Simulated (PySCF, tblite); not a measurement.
**C₄H₄F₃N: a rotation path, then NMR shifts on frames**

Aim: move C₄H₄F₃N (`[H]/N=C\C(=C)C(F)(F)F`) away from its starting geometry and see how NMR shifts follow the geometry.

The runs use tblite 0.8.0 and PySCF 2.14.0, with density-fitted response routines of our own; the level of theory stands in each step. All values are computed, except where a source is named. Atoms count from 0, in the outputs and in this text.

**1. Starting geometry**

12 atoms, charge 0, multiplicity 1; geometry from: GFN2-xTB.

Bonds of the start (Å): C0–C1 1.33, C1–C2 1.48, C2–N3 1.25, C1–C4 1.51, C4–F5 1.34, C4–F6 1.34, C4–F7 1.35, C0–H8 1.08, C0–H9 1.08, C2–H10 1.09, N3–H11 1.02.

**2. The rotation path with GFN2-xTB**

Job settings and geometry (Å):

```
{"job": {"kind": "neb", "xc": "GFN2-xTB", "basis": "xTB", "atoms": [2, 1, 4, 6], "turn": 120}, "charge": 0, "multiplicity": 1}
C      0.016431     0.101743     1.693237
C      0.078490     0.012222     0.367823
C      1.348904    -0.178916    -0.358330
N      1.560218    -0.282373    -1.589010
C     -1.176153     0.109555    -0.464765
F     -2.284421     0.267167     0.269044
F     -1.371751    -0.988044    -1.217121
F     -1.136813     1.147993    -1.318888
H     -0.914252     0.242274     2.216976
H      0.910077     0.034611     2.289788
H      2.217683    -0.237297     0.291949
H      0.752784    -0.229621    -2.206730
```

Method: GFN2-xTB climbing-image nudged elastic band, gas phase.

Run with:

```console
OMP_NUM_THREADS=1 python probes_run.py task.json out
```

This one command runs all jobs of the session in turn.

What it wrote:

```text
image   E - E0 / eV
  0      -0.0000
  1       0.0111
  2       0.0360
  3       0.0589
  4       0.0696
  5       0.0632
  6       0.0423
  7       0.0162
  8       0.0000
```

It took 2.1 s on 1 thread of AMD EPYC 7R43, shared host; peak memory 0.18 GiB.

The final band, with the dihedral C2–C1–C4–F6:

| image | dihedral (°) | energy (eV) | energy (kcal/mol) |
| --- | --- | --- | --- |
| 0 | 59 | 0.000 | 0.0 |
| 1 | 72 | 0.011 | 0.3 |
| 2 | 87 | 0.036 | 0.8 |
| 3 | 102 | 0.059 | 1.4 |
| 4 | 119 | 0.070 | 1.6 |
| 5 | 135 | 0.063 | 1.5 |
| 6 | 150 | 0.042 | 1.0 |
| 7 | 165 | 0.016 | 0.4 |
| 8 | 179 | 0.000 | 0.0 |

**3. Nuclear shieldings: image 0, PBE0/pcSseg-1**

Job settings and geometry (Å):

```
{"job": {"kind": "nmr", "xc": "PBE0", "basis": "pcSseg-1", "pop": false}, "charge": 0, "multiplicity": 1}
C      0.016400     0.101700     1.693200
C      0.078500     0.012200     0.367800
C      1.348900    -0.178900    -0.358300
N      1.560200    -0.282400    -1.589000
C     -1.176200     0.109600    -0.464800
F     -2.284400     0.267200     0.269000
F     -1.371800    -0.988000    -1.217100
F     -1.136800     1.148000    -1.318900
H     -0.914300     0.242300     2.217000
H      0.910100     0.034600     2.289800
H      2.217700    -0.237300     0.291900
H      0.752800    -0.229600    -2.206700
```

Level: GIAO PBE0/pcSseg-1 NMR shielding, non-relativistic, gas phase.

What it wrote:

```text
coarse grid: 11144 points
cycle   1  E = -508.2883327605  dE =  1.306e+00  |g| = 9.286e-01  |ddm| = 3.226e+00
cycle   2  E = -508.0983201985  dE =  1.900e-01  |g| = 1.443e+00  |ddm| = 1.592e+00
cycle   3  E = -508.4372099474  dE = -3.389e-01  |g| = 1.338e-01  |ddm| = 1.061e+00
cycle   4  E = -508.4402386568  dE = -3.029e-03  |g| = 7.448e-02  |ddm| = 1.681e-01
cycle   5  E = -508.4414090392  dE = -1.170e-03  |g| = 1.867e-02  |ddm| = 8.046e-02
cycle   6  E = -508.4414764967  dE = -6.746e-05  |g| = 4.170e-03  |ddm| = 1.749e-02
cycle   7  E = -508.4414794472  dE = -2.950e-06  |g| = 1.870e-03  |ddm| = 4.559e-03
final grid: 112128 points
cycle   8  E = -508.5071288758  dE = -4.791e-05  |g| = 7.287e-03  |ddm| = 3.537e-02
cycle   9  E = -508.5071167624  dE =  1.211e-05  |g| = 1.072e-02  |ddm| = 1.651e-02
cycle  10  E = -508.5071403793  dE = -2.362e-05  |g| = 1.528e-03  |ddm| = 9.676e-03
cycle  11  E = -508.5071409329  dE = -5.536e-07  |g| = 4.443e-04  |ddm| = 1.545e-03
cycle  12  E = -508.5071409723  dE = -3.939e-08  |g| = 1.752e-04  |ddm| = 5.109e-04
cycle  13  E = -508.5071409772  dE = -4.880e-09  |g| = 4.858e-05  |ddm| = 1.529e-04
cycle  14  E = -508.5071409776  dE = -4.937e-10  |g| = 1.290e-05  |ddm| = 4.866e-05
converged SCF energy = -508.5071409776

GIAO shielding tensors (ppm)
atom      isotropic    diamagn.    paramagn.     s11        s22        s33       span
  0 C       51.327     252.112    -200.785    -59.071     42.305    170.747    229.818
  1 C       43.659     267.481    -223.822    -60.990     58.072    133.895    194.886
  2 C       22.135     245.538    -223.403    -83.698     36.393    113.709    197.406
  3 N     -103.901     324.151    -428.052   -442.445   -120.971    251.714    694.159
  4 C       55.237     239.130    -183.893     48.509     53.355     63.846     15.337
  5 F      260.993     473.321    -212.327    183.440    250.527    349.013    165.573
  6 F      246.523     474.715    -228.192    161.387    248.592    329.590    168.203
  7 F      245.742     474.705    -228.964    160.354    247.165    329.705    169.350
  8 H       25.123      30.120      -4.997     21.533     23.850     29.986      8.453
  9 H       25.642      30.341      -4.698     22.858     25.288     28.780      5.922
 10 H       23.584      29.132      -5.548     21.149     23.019     26.585      5.436
 11 H       19.963      34.343     -14.380      8.232     23.059     28.598     20.366
```

Wall time 16 s (1 thread of AMD EPYC 7R43, shared host); peak memory 0.71 GiB.

Shifts follow as δ = σ(reference) − σ, with reference shieldings (ppm) from runs at the same level and on the same kind of geometry: 1H TMS 31.72, 13C TMS 186.9, 19F CFCl3 170.9, 15N NH3 267.7. The references are single molecules in the gas phase, so shifts against H2O, NH3, PH3, H3PO4 or CFCl3 are not on the usual liquid scales and can be off by tens of ppm. Each atom is listed at this fixed geometry, with no averaging over motion; a spectrum would average atoms that exchange fast.

| atoms | environment | σ (ppm) | δ (ppm) |
| --- | --- | --- | --- |
| C2 | carbon bonded to C, N, H | 22.1 | 164.8 |
| C1 | carbon bonded to 3 C | 43.7 | 143.3 |
| C0 | carbon bonded to C, 2 H | 51.3 | 135.6 |
| C4 | carbon bonded to C, 3 F | 55.2 | 131.7 |
| H11 | hydrogen on a nitrogen bonded to C | 19.96 | 11.75 |
| H10 | hydrogen on a carbon bonded to C, N | 23.58 | 8.13 |
| H8 | hydrogen on a carbon bonded to C | 25.12 | 6.59 |
| H9 | hydrogen on a carbon bonded to C | 25.64 | 6.07 |
| N3 | nitrogen bonded to C, H | -103.9 | 371.6 |
| F7 | fluorine bonded to C | 245.7 | -74.8 |
| F6 | fluorine bonded to C | 246.5 | -75.6 |
| F5 | fluorine bonded to C | 261.0 | -90.0 |

**4. Shielding tensors: image 2, PBE0/pcSseg-1**

Job settings and geometry (Å):

```
{"job": {"kind": "nmr", "xc": "PBE0", "basis": "pcSseg-1", "pop": false}, "charge": 0, "multiplicity": 1}
C      0.002700    -0.019200     1.669600
C      0.079300     0.026500     0.340800
C      1.373300    -0.081000    -0.362900
N      1.638600    -0.117300    -1.586400
C     -1.200800     0.106200    -0.458500
F     -2.180300     0.729800     0.212400
F     -1.668600    -1.121100    -0.758000
F     -1.084400     0.754400    -1.626400
H     -0.934300     0.032700     2.199300
H      0.893000    -0.109700     2.268500
H      2.221600    -0.151700     0.313800
H      0.861000    -0.050300    -2.238200
```

Method: GIAO PBE0/pcSseg-1 NMR shielding, non-relativistic, gas phase.

What it wrote:

```text
coarse grid: 11144 points
cycle   1  E = -508.2852711173  dE =  1.303e+00  |g| = 9.306e-01  |ddm| = 3.217e+00
cycle   2  E = -508.0920994120  dE =  1.932e-01  |g| = 1.450e+00  |ddm| = 1.613e+00
cycle   3  E = -508.4350518864  dE = -3.430e-01  |g| = 1.343e-01  |ddm| = 1.084e+00
cycle   4  E = -508.4381161884  dE = -3.064e-03  |g| = 7.475e-02  |ddm| = 1.702e-01
cycle   5  E = -508.4392945002  dE = -1.178e-03  |g| = 1.876e-02  |ddm| = 8.147e-02
cycle   6  E = -508.4393626070  dE = -6.811e-05  |g| = 4.223e-03  |ddm| = 1.787e-02
cycle   7  E = -508.4393656506  dE = -3.044e-06  |g| = 1.903e-03  |ddm| = 4.670e-03
final grid: 112128 points
cycle   8  E = -508.5046243756  dE = -4.496e-05  |g| = 7.236e-03  |ddm| = 3.108e-02
cycle   9  E = -508.5046130841  dE =  1.129e-05  |g| = 1.050e-02  |ddm| = 1.623e-02
cycle  10  E = -508.5046356872  dE = -2.260e-05  |g| = 1.545e-03  |ddm| = 9.509e-03
cycle  11  E = -508.5046362553  dE = -5.681e-07  |g| = 4.303e-04  |ddm| = 1.526e-03
cycle  12  E = -508.5046362928  dE = -3.757e-08  |g| = 1.707e-04  |ddm| = 5.086e-04
cycle  13  E = -508.5046362975  dE = -4.626e-09  |g| = 4.839e-05  |ddm| = 1.557e-04
cycle  14  E = -508.5046362980  dE = -4.829e-10  |g| = 1.314e-05  |ddm| = 4.791e-05
converged SCF energy = -508.5046362980

GIAO shielding tensors (ppm)
atom      isotropic    diamagn.    paramagn.     s11        s22        s33       span
  0 C       47.985     252.270    -204.285    -64.617     39.156    169.416    234.033
  1 C       43.635     266.914    -223.280    -62.813     56.480    137.237    200.049
  2 C       22.068     245.720    -223.651    -82.355     38.314    110.246    192.601
  3 N     -104.368     324.253    -428.622   -445.330   -120.379    252.605    697.935
  4 C       54.592     238.535    -183.943     48.258     51.377     64.143     15.884
  5 F      247.819     473.473    -225.654    173.470    226.448    343.539    170.068
  6 F      232.970     474.529    -241.558    144.823    226.476    327.612    182.789
  7 F      262.811     474.548    -211.736    183.635    270.562    334.237    150.602
  8 H       25.057      29.906      -4.849     21.040     24.114     30.015      8.975
  9 H       25.593      30.403      -4.810     22.652     25.422     28.703      6.052
 10 H       23.582      29.107      -5.525     21.019     23.082     26.644      5.625
 11 H       19.751      34.544     -14.793      8.411     22.288     28.553     20.142
```

Run time: 16 s. Hardware: 1 thread of AMD EPYC 7R43, shared host; peak memory 0.73 GiB.

In short: δ C2 164.9, C1 143.3, C0 138.9, C4 132.3, H11 11.97, H10 8.14 ppm.

**5. Nuclear shieldings: image 4, PBE0/pcSseg-1**

Job settings and geometry (Å):

```
{"job": {"kind": "nmr", "xc": "PBE0", "basis": "pcSseg-1", "pop": false}, "charge": 0, "multiplicity": 1}
C     -0.006800    -0.144100     1.632700
C      0.078200    -0.023700     0.307800
C      1.394200    -0.003000    -0.363700
N      1.713600     0.090900    -1.570700
C     -1.226900     0.074600    -0.450900
F     -1.967400     1.111000    -0.017500
F     -1.981600    -1.024900    -0.267300
F     -1.117100     0.228800    -1.775100
H     -0.949600    -0.166500     2.154500
H      0.882100    -0.224500     2.234600
H      2.218300    -0.088600     0.341900
H      0.964300     0.169400    -2.252400
```

Level: GIAO PBE0/pcSseg-1 NMR shielding, non-relativistic, gas phase.

What it wrote:

```text
coarse grid: 11144 points
cycle   1  E = -508.2818618198  dE =  1.303e+00  |g| = 9.324e-01  |ddm| = 3.222e+00
cycle   2  E = -508.0863919019  dE =  1.955e-01  |g| = 1.455e+00  |ddm| = 1.647e+00
cycle   3  E = -508.4323604407  dE = -3.460e-01  |g| = 1.348e-01  |ddm| = 1.117e+00
cycle   4  E = -508.4354525279  dE = -3.092e-03  |g| = 7.514e-02  |ddm| = 1.742e-01
cycle   5  E = -508.4366423673  dE = -1.190e-03  |g| = 1.889e-02  |ddm| = 8.424e-02
cycle   6  E = -508.4367114385  dE = -6.907e-05  |g| = 4.302e-03  |ddm| = 1.846e-02
cycle   7  E = -508.4367146230  dE = -3.185e-06  |g| = 1.943e-03  |ddm| = 4.861e-03
final grid: 112128 points
cycle   8  E = -508.5019984542  dE = -4.633e-05  |g| = 7.389e-03  |ddm| = 2.932e-02
cycle   9  E = -508.5019869628  dE =  1.149e-05  |g| = 1.071e-02  |ddm| = 1.632e-02
cycle  10  E = -508.5020100294  dE = -2.307e-05  |g| = 1.544e-03  |ddm| = 9.530e-03
cycle  11  E = -508.5020105977  dE = -5.683e-07  |g| = 4.384e-04  |ddm| = 1.533e-03
cycle  12  E = -508.5020106377  dE = -4.003e-08  |g| = 1.726e-04  |ddm| = 5.353e-04
cycle  13  E = -508.5020106426  dE = -4.846e-09  |g| = 4.902e-05  |ddm| = 1.679e-04
cycle  14  E = -508.5020106431  dE = -4.877e-10  |g| = 1.378e-05  |ddm| = 4.978e-05
converged SCF energy = -508.5020106431

GIAO shielding tensors (ppm)
atom      isotropic    diamagn.    paramagn.     s11        s22        s33       span
  0 C       44.267     252.183    -207.916    -71.362     36.336    167.828    239.189
  1 C       43.204     267.288    -224.083    -65.798     54.482    140.929    206.727
  2 C       21.874     245.496    -223.622    -81.334     40.424    106.531    187.865
  3 N     -104.002     324.137    -428.138   -446.184   -119.661    253.839    700.023
  4 C       53.636     238.197    -184.560     47.604     49.417     63.888     16.284
  5 F      228.267     473.988    -245.722    146.665    206.583    331.552    184.887
  6 F      226.951     474.089    -247.138    143.804    206.610    330.439    186.636
  7 F      275.062     474.500    -199.439    197.110    285.123    342.951    145.841
  8 H       24.999      29.575      -4.575     20.435     24.491     30.071      9.636
  9 H       25.518      30.499      -4.981     22.352     25.564     28.638      6.287
 10 H       23.580      29.092      -5.512     20.940     23.048     26.752      5.812
 11 H       19.623      34.746     -15.123      8.679     21.663     28.527     19.848
```

Wall time 17 s (1 thread of AMD EPYC 7R43, shared host); peak memory 0.73 GiB.

Key values: δ C2 165.1, C1 143.7, C0 142.7, C4 133.3, H11 12.09, H10 8.14 ppm.

**6. Shielding tensors: image 6, PBE0/pcSseg-1**

Job settings and geometry (Å):

```
{"job": {"kind": "nmr", "xc": "PBE0", "basis": "pcSseg-1", "pop": false}, "charge": 0, "multiplicity": 1}
C     -0.004100    -0.274100     1.640800
C      0.076400    -0.084900     0.324700
C      1.380800     0.072400    -0.350800
N      1.664400     0.306600    -1.548000
C     -1.208700     0.040400    -0.461300
F     -1.658800     1.310000    -0.465900
F     -2.195100    -0.704800     0.060300
F     -1.112200    -0.325100    -1.747000
H     -0.946100    -0.369300     2.155300
H      0.886200    -0.340500     2.242700
H      2.223700    -0.025000     0.329800
H      0.894600     0.393700    -2.206500
```

With the program's defaults for keys left out, this is: GIAO PBE0/pcSseg-1 NMR shielding, non-relativistic, gas phase.

What it wrote:

```text
coarse grid: 11144 points
cycle   1  E = -508.2856281820  dE =  1.303e+00  |g| = 9.313e-01  |ddm| = 3.217e+00
cycle   2  E = -508.0915385797  dE =  1.941e-01  |g| = 1.452e+00  |ddm| = 1.622e+00
cycle   3  E = -508.4356549471  dE = -3.441e-01  |g| = 1.347e-01  |ddm| = 1.093e+00
cycle   4  E = -508.4387413029  dE = -3.086e-03  |g| = 7.491e-02  |ddm| = 1.712e-01
cycle   5  E = -508.4399241914  dE = -1.183e-03  |g| = 1.880e-02  |ddm| = 8.208e-02
cycle   6  E = -508.4399925946  dE = -6.840e-05  |g| = 4.242e-03  |ddm| = 1.799e-02
cycle   7  E = -508.4399956747  dE = -3.080e-06  |g| = 1.910e-03  |ddm| = 4.711e-03
final grid: 112128 points
cycle   8  E = -508.5041538824  dE = -4.274e-05  |g| = 7.396e-03  |ddm| = 2.987e-02
cycle   9  E = -508.5041404088  dE =  1.347e-05  |g| = 1.098e-02  |ddm| = 1.740e-02
cycle  10  E = -508.5041658265  dE = -2.542e-05  |g| = 1.645e-03  |ddm| = 1.035e-02
cycle  11  E = -508.5041664818  dE = -6.553e-07  |g| = 4.221e-04  |ddm| = 1.634e-03
cycle  12  E = -508.5041665156  dE = -3.379e-08  |g| = 1.730e-04  |ddm| = 4.930e-04
cycle  13  E = -508.5041665203  dE = -4.700e-09  |g| = 5.029e-05  |ddm| = 1.555e-04
cycle  14  E = -508.5041665208  dE = -5.342e-10  |g| = 1.208e-05  |ddm| = 4.823e-05
converged SCF energy = -508.5041665208

GIAO shielding tensors (ppm)
atom      isotropic    diamagn.    paramagn.     s11        s22        s33       span
  0 C       47.211     252.285    -205.074    -66.117     38.655    169.093    235.210
  1 C       43.549     266.924    -223.376    -63.518     56.220    137.944    201.462
  2 C       22.065     245.693    -223.628    -82.071     38.784    109.482    191.554
  3 N     -104.322     324.228    -428.551   -445.556   -120.217    252.807    698.363
  4 C       54.433     238.440    -184.007     48.157     51.013     64.128     15.972
  5 F      231.634     474.433    -242.799    143.636    223.865    327.402    183.766
  6 F      244.621     473.533    -228.911    170.458    221.305    342.102    171.644
  7 F      265.212     474.545    -209.333    186.509    273.480    335.648    149.140
  8 H       25.043      29.863      -4.820     20.910     24.175     30.043      9.132
  9 H       25.576      30.423      -4.847     22.585     25.454     28.689      6.104
 10 H       23.578      29.095      -5.517     20.985     23.086     26.663      5.678
 11 H       19.721      34.578     -14.856      8.467     22.169     28.528     20.061
```

Run time: 18 s. Hardware: 1 thread of AMD EPYC 7R43, shared host; peak memory 0.73 GiB.

This run: δ C2 164.9, C1 143.4, C0 139.7, C4 132.5, H11 12.00, H10 8.14 ppm.

**7. Nuclear shieldings: image 8, PBE0/pcSseg-1**

Job settings and geometry (Å):

```
{"job": {"kind": "nmr", "xc": "PBE0", "basis": "pcSseg-1", "pop": false}, "charge": 0, "multiplicity": 1}
C      0.003900    -0.408500     1.645600
C      0.076100    -0.085000     0.357600
C      1.357700     0.174600    -0.326400
N      1.582200     0.484700    -1.519500
C     -1.179500     0.035200    -0.470700
F     -1.334200     1.271300    -0.978000
F     -2.293400    -0.230800     0.222400
F     -1.176500    -0.805100    -1.521000
H     -0.935200    -0.595900     2.139100
H      0.897000    -0.496200     2.240300
H      2.224300     0.077400     0.322000
H      0.778700     0.577400    -2.137400
```

With the program's defaults for keys left out, this is: GIAO PBE0/pcSseg-1 NMR shielding, non-relativistic, gas phase.

What it wrote:

```text
coarse grid: 11144 points
cycle   1  E = -508.2888082611  dE =  1.305e+00  |g| = 9.287e-01  |ddm| = 3.226e+00
cycle   2  E = -508.0985499781  dE =  1.903e-01  |g| = 1.444e+00  |ddm| = 1.593e+00
cycle   3  E = -508.4377425855  dE = -3.392e-01  |g| = 1.339e-01  |ddm| = 1.062e+00
cycle   4  E = -508.4407759653  dE = -3.033e-03  |g| = 7.453e-02  |ddm| = 1.684e-01
cycle   5  E = -508.4419478955  dE = -1.172e-03  |g| = 1.868e-02  |ddm| = 8.059e-02
cycle   6  E = -508.4420154333  dE = -6.754e-05  |g| = 4.169e-03  |ddm| = 1.752e-02
cycle   7  E = -508.4420183842  dE = -2.951e-06  |g| = 1.871e-03  |ddm| = 4.562e-03
final grid: 112128 points
cycle   8  E = -508.5071518202  dE = -4.543e-05  |g| = 7.523e-03  |ddm| = 3.538e-02
cycle   9  E = -508.5071378856  dE =  1.393e-05  |g| = 1.120e-02  |ddm| = 1.754e-02
cycle  10  E = -508.5071641987  dE = -2.631e-05  |g| = 1.598e-03  |ddm| = 1.029e-02
cycle  11  E = -508.5071648122  dE = -6.135e-07  |g| = 4.359e-04  |ddm| = 1.603e-03
cycle  12  E = -508.5071648485  dE = -3.633e-08  |g| = 1.784e-04  |ddm| = 4.977e-04
cycle  13  E = -508.5071648536  dE = -5.064e-09  |g| = 5.068e-05  |ddm| = 1.573e-04
cycle  14  E = -508.5071648541  dE = -5.406e-10  |g| = 1.214e-05  |ddm| = 4.971e-05
converged SCF energy = -508.5071648541

GIAO shielding tensors (ppm)
atom      isotropic    diamagn.    paramagn.     s11        s22        s33       span
  0 C       51.190     252.121    -200.930    -59.281     42.174    170.678    229.959
  1 C       43.648     267.474    -223.826    -61.052     58.079    133.918    194.970
  2 C       22.146     245.524    -223.378    -83.612     36.372    113.679    197.291
  3 N     -103.771     324.134    -427.905   -442.337   -120.819    251.843    694.180
  4 C       55.216     239.137    -183.921     48.461     53.358     63.830     15.369
  5 F      245.885     474.692    -228.807    160.489    247.428    329.737    169.247
  6 F      260.886     473.328    -212.442    183.359    250.370    348.929    165.570
  7 F      246.544     474.705    -228.160    161.382    248.502    329.749    168.367
  8 H       25.115      30.123      -5.008     21.515     23.839     29.990      8.475
  9 H       25.640      30.347      -4.707     22.851     25.292     28.777      5.926
 10 H       23.583      29.131      -5.547     21.135     23.026     26.590      5.455
 11 H       19.965      34.343     -14.378      8.241     23.079     28.573     20.332
```

Wall time 16 s (1 thread of AMD EPYC 7R43, shared host); peak memory 0.73 GiB.

This run: δ C2 164.8, C1 143.3, C0 135.7, C4 131.7, H11 11.75, H10 8.13 ppm.

**8. Comparing the runs: NMR shifts**

Shifts (ppm) of some atoms, chosen among heavy atoms and hydrogens apart, with basis size and wall time:

| frame | C0 | C4 | H11 | H9 | F7 | F6 | F5 | functions | time |
| --- | --- | --- | --- | --- | --- | --- | --- | --- | --- |
| image 0 | 135.6 | 131.7 | 11.75 | 6.07 | -74.8 | -75.6 | -90.0 | 156 | 16 s |
| image 2 | 138.9 | 132.3 | 11.97 | 6.12 | -91.9 | -62.0 | -76.9 | 156 | 16 s |
| image 4 | 142.7 | 133.3 | 12.09 | 6.20 | -104.1 | -56.0 | -57.3 | 156 | 17 s |
| image 6 | 139.7 | 132.5 | 12.00 | 6.14 | -94.3 | -73.7 | -60.7 | 156 | 18 s |
| image 8 | 135.7 | 131.7 | 11.75 | 6.08 | -75.6 | -89.9 | -74.9 | 156 | 16 s |

**9. Outcome**

| quantity | value |
| --- | --- |
| barrier | 0.070 eV (1.6 kcal/mol) at image 4 |
| end to end (GFN2-xTB) | 0.000 eV |
| 13C shifts against TMS (PBE0/pcSseg-1, image 0) | 164.8, 143.3, 135.6, 131.7 ppm |
| 1H shifts against TMS (PBE0/pcSseg-1, image 0) | 11.75, 8.13, 6.59, 6.07 ppm |
| 15N shifts against NH3 (PBE0/pcSseg-1, image 0) | 371.6 ppm |
| 19F shifts against CFCl3 (PBE0/pcSseg-1, image 0) | -74.8, -75.6, -90.0 ppm |
| range of the shift of F6 | -89.9 to -56.0 ppm |

Along the band the dihedral turns by 120°, and the top (dihedral 119°) lies 1.6 kcal/mol above the start (GFN2-xTB, rough), so at room temperature this motion is fast. The top was not checked by a frequency run. Shifts at one fixed geometry are not the observed spectrum, which averages over the motion. In the first frame run (image 0): The widest tensor belongs to N3: span 694 ppm, with a paramagnetic part of -428 ppm. Across the 5 runs the shift of F6 moves most, between -89.9 (image 8) and -56.0 ppm (image 4).
